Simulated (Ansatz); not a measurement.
# F2H2MoN2: up Jacob's ladder to CCSD(T)

One table from this session's results is given with a row withheld; the runs are named, their logs left out.

Program: Ansatz 0.2.0, Gaussian basis. Level of theory: functionals in def2-TZVPP, the program's frozen cores in correlated methods. These are calculated values, not measurements.

Plan: LDA (SPW92), PBE-D4, revPBE-D4, BLYP-D4, r2SCAN-D4, B97M-V, PBE0-D4, B3LYP-D4, r2SCANh-D4, r2SCAN0-D4, HSE06-D4, BHLYP-D4, CAM-B3LYP-D4, LC-ωPBE, ωB97X-V, ωB97M-V, B2PLYP, PBE-QIDH; CCSD(T)/def2-SVP; CCSD(T)/def2-TZVPP; MP2/def2-QZVPP; extrapolation to the limit; RPA on PBE.

### The relaxed structure

The geometry comes from an earlier relaxation with PBE0-D4 in a triple-zeta def2 set; it is a stationary point, not always the lowest conformer. Mo takes the def2 core potential; no spin-orbit term is included.

SMILES `[NH]=[Mo](=[NH])([F])[F]`, 7 atoms, charge 0, spin multiplicity 1.

Atoms are counted from 1 here; the program's logs count them from 0.

Bond lengths: N1–Mo2 1.714 Å, N1–H6 1.011 Å, Mo2–N3 1.714 Å, Mo2–F4 1.856 Å, Mo2–F5 1.856 Å, N3–H7 1.011 Å. Angles: Mo2–N1–H6 153.2°, N1–Mo2–N3 108.5°, N1–Mo2–F4 108.3°, N1–Mo2–F5 108.3°, N3–Mo2–F4 108.3°, N3–Mo2–F5 108.3°, F4–Mo2–F5 115.0°, Mo2–N3–H7 153.1°.

Set-up of the first run:

Contents of in.yaml:

```yaml
crystal:
  periodic: [false, false, false]
  atoms:
    - {symbol: N, position_ang: [-1.082447, 0.555064, 0.789697]}
    - {symbol: Mo, position_ang: [-0.103522, 0.073371, -0.531724]}
    - {symbol: N, position_ang: [1.289229, -0.714475, 0.081556]}
    - {symbol: F, position_ang: [-1.060938, -1.145986, -1.552255]}
    - {symbol: F, position_ang: [0.441509, 1.597832, -1.439407]}
    - {symbol: H, position_ang: [-1.294196, 0.630564, 1.775795]}
    - {symbol: H, position_ang: [1.871666, -1.064368, 0.830740]}
basis:
  gaussian: {orbitals: def2-TZVPP}
hamiltonian: {xc: lda}
output: {orbitals: {seedname: orbitals}}
```

The run is started by

```
$ ansatz run in.yaml --threads 4 --pin off --events-out ev --progress --plain --max-ram 10444MiB
```

Steps of the session up to this table: LDA; PBE-D4 (GGA); revPBE-D4 (GGA); BLYP-D4 (GGA); r2SCAN-D4 (meta-GGA); B97M-V (meta-GGA); PBE0-D4 (hybrid); B3LYP-D4 (hybrid); r2SCANh-D4 (hybrid); r2SCAN0-D4 (hybrid); HSE06-D4 (hybrid); BHLYP-D4 (hybrid); CAM-B3LYP-D4 (range-separated); LC-ωPBE (range-separated); ωB97X-V (range-separated); ωB97M-V (range-separated); B2PLYP (double hybrid); PBE-QIDH (double hybrid).

One table of the session follows, with a row left open; its other results are not shown here.

It belongs to the step «Orbital energies across the functionals». 

```
  functional  HOMO (eV)  LUMO (eV)  gap (eV)
 LDA (SPW92)      -7.30      -3.10      4.20
      PBE-D4      -7.09      -2.84      4.25
   revPBE-D4      -7.01      -2.74      4.27
     BLYP-D4      -6.97      -2.77      4.20
   r2SCAN-D4      -7.41      -2.81      4.60
      B97M-V      -7.46      -2.77      4.69
     PBE0-D4      -8.49      -2.09      6.40
    B3LYP-D4      -8.26      -2.35      5.92
  r2SCANh-D4      -7.93      -2.52      5.41
  r2SCAN0-D4          ?          ?         ?
    HSE06-D4      -8.09      -2.47      5.62
    BHLYP-D4      -9.80      -1.23      8.57
CAM-B3LYP-D4      -9.86      -1.04      8.82
     LC-ωPBE     -11.15       0.16     11.31
     ωB97X-V     -10.80       0.09     10.89
     ωB97M-V     -10.73       0.03     10.76
```

**Question.** Estimate the row for r2SCAN0-D4.

Worked estimate for «HOMO (eV)». Against the share of exact exchange, r2SCAN-D4 (0, -7.41), r2SCANh-D4 (0.1, -7.93) give a slope of -5.20 per unit share; at 0.25 the line stands at -8.71.

**Answer.** HOMO (eV): -8.72; LUMO (eV): -2.07; gap (eV): 6.65. In «HOMO (eV)» the line misses by +0.01.
